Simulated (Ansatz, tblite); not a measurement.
# SnH2Me(SiH3) (CH₈SiSn): one state, many levels

One table from this session's results is given with a row withheld; the runs are named, their logs left out.

Program: Ansatz 0.2.0, Gaussian basis. Level of theory: as each input shows. These are calculated values, not measurements.

Levels to be run: GFN1-xTB, GFN2-xTB, PBE-D4/def2-TZVP, r2SCAN-D4/def2-TZVP, ωB97X-V/def2-TZVP, HSE06-D4/def2-TZVP, B97M-V/def2-TZVP, LDA/def2-TZVP, r2SCAN0-D4/def2-TZVP, r2SCANh-D4/def2-TZVP, ωB97M-V/def2-TZVP, PBE-D4/def2-SVP, PBE0-D4/def2-SVP, PBE0-D4/def2-TZVPD, PBE-D4/def2-TZVPD, r2SCAN-D4/def2-TZVPD, CCSD(T)/def2-TZVPP, MP2/def2-TZVP, RPA/def2-TZVP.

4 further runs of the same task are left out: 4 set aside as unsound or not needed.

## The relaxed structure

The singlet was relaxed beforehand with r2SCAN-D4/def2-SVP.

11 atoms, charge 0, spin multiplicity 1.

Bond lengths: Sn1–H2 1.720 Å, Sn1–H3 1.720 Å, Sn1–C4 2.162 Å, Sn1–Si8 2.573 Å, C4–H5 1.100 Å, C4–H6 1.099 Å, C4–H7 1.100 Å, Si8–H9 1.496 Å, Si8–H10 1.495 Å, Si8–H11 1.496 Å. Angles: H2–Sn1–H3 107.7°, H2–Sn1–C4 108.8°, H2–Sn1–Si8 109.8°, H3–Sn1–C4 108.7°, H3–Sn1–Si8 109.9°, C4–Sn1–Si8 111.8°, Sn1–C4–H5 109.6°, Sn1–C4–H6 110.3°, Sn1–C4–H7 110.2°, H5–C4–H6 108.9°, H5–C4–H7 108.9°, H6–C4–H7 109.1°, Sn1–Si8–H9 110.6°, Sn1–Si8–H10 110.6°, Sn1–Si8–H11 110.6°, H9–Si8–H10 108.4°, H9–Si8–H11 108.2°, H10–Si8–H11 108.4°.

Sn takes a core potential in the def2 sets. No spin-orbit coupling is included.

PBE0-D4/def2-TZVP was run before; its log isn't repeated, and its numbers join the tables.

Set-up of the first run:

Tight binding, by tblite at 300 K electronic temperature and without a spin-polarisation term:

```python
tblite.interface.Calculator('GFN1-xTB', numbers, positions, charge=0, uhf=0).singlepoint()
```

Tight binding, by tblite at 300 K electronic temperature and without a spin-polarisation term:

```python
tblite.interface.Calculator('GFN2-xTB', numbers, positions, charge=0, uhf=0).singlepoint()
```

start.molden holds the orbitals of an earlier run on this state, given as this run's starting guess.

in.yaml reads:

```yaml
crystal:
  periodic: [false, false, false]
  atoms:
    - {symbol: Sn, position_ang: [0.749422, 0.151786, 0.530838]}
    - {symbol: H, position_ang: [0.777095, 0.162881, 2.250219]}
    - {symbol: H, position_ang: [2.379248, 0.172835, -0.017206]}
    - {symbol: C, position_ang: [-0.240316, 1.945008, -0.162753]}
    - {symbol: H, position_ang: [0.283328, 2.829701, 0.228056]}
    - {symbol: H, position_ang: [-1.282300, 1.964506, 0.187572]}
    - {symbol: H, position_ang: [-0.230081, 1.982482, -1.261602]}
    - {symbol: Si, position_ang: [-0.427478, -1.976171, -0.309215]}
    - {symbol: H, position_ang: [-1.820666, -2.055310, 0.229799]}
    - {symbol: H, position_ang: [0.316180, -3.197061, 0.127504]}
    - {symbol: H, position_ang: [-0.504442, -1.980658, -1.803212]}
basis:
  gaussian: {orbitals: def2-TZVP, initial_orbitals: start.molden}
hamiltonian: {xc: pbe, dispersion: d4}
scf: {omitted_lower_state_checks: [starts]}
output: {orbitals: {seedname: orbitals}}
```

On the command line:

```console
ansatz run in.yaml --threads 4 --pin off --events-out ev --progress --plain --max-ram 3916MiB
```

Among the steps run: PBE-D4/def2-TZVP; r2SCAN-D4/def2-TZVP; ωB97X-V/def2-TZVP; HSE06-D4/def2-TZVP; B97M-V/def2-TZVP; LDA/def2-TZVP; r2SCAN0-D4/def2-TZVP; r2SCANh-D4/def2-TZVP; ωB97M-V/def2-TZVP; PBE-D4/def2-SVP; PBE0-D4/def2-SVP; PBE0-D4/def2-TZVPD; PBE-D4/def2-TZVPD; r2SCAN-D4/def2-TZVPD; CCSD(T)/def2-TZVPP; MP2/def2-TZVP; RPA/def2-TZVP.

One of the session's tables, all rows but one given; the rest of the session is left out.

| level | HOMO (eV) | gap (eV) |
| --- | --- | --- |
| LDA/def2-TZVP | -6.79 | 5.82 |
| PBE-D4/def2-SVP | ? | ? |
| PBE-D4/def2-TZVP | -6.68 | 5.87 |
| PBE-D4/def2-TZVPD | -6.69 | 5.75 |
| r2SCAN-D4/def2-TZVP | -6.92 | 6.43 |
| r2SCAN-D4/def2-TZVPD | -6.92 | 6.36 |
| B97M-V/def2-TZVP | -7.03 | 6.25 |
| r2SCANh-D4/def2-TZVP | -7.30 | 7.07 |
| PBE0-D4/def2-SVP | -7.73 | 7.97 |
| PBE0-D4/def2-TZVP | -7.73 | 7.65 |
| PBE0-D4/def2-TZVPD | -7.73 | 7.48 |
| r2SCAN0-D4/def2-TZVP | -7.88 | 8.01 |
| HSE06-D4/def2-TZVP | -7.34 | 6.90 |
| ωB97X-V/def2-TZVP | -9.92 | 11.64 |
| ωB97M-V/def2-TZVP | -9.73 | 11.09 |

Q: Estimate the row for PBE-D4/def2-SVP from the others.

As computed: HOMO (eV): -6.65; gap (eV): 6.13. In the column «HOMO (eV)» it is the highest.
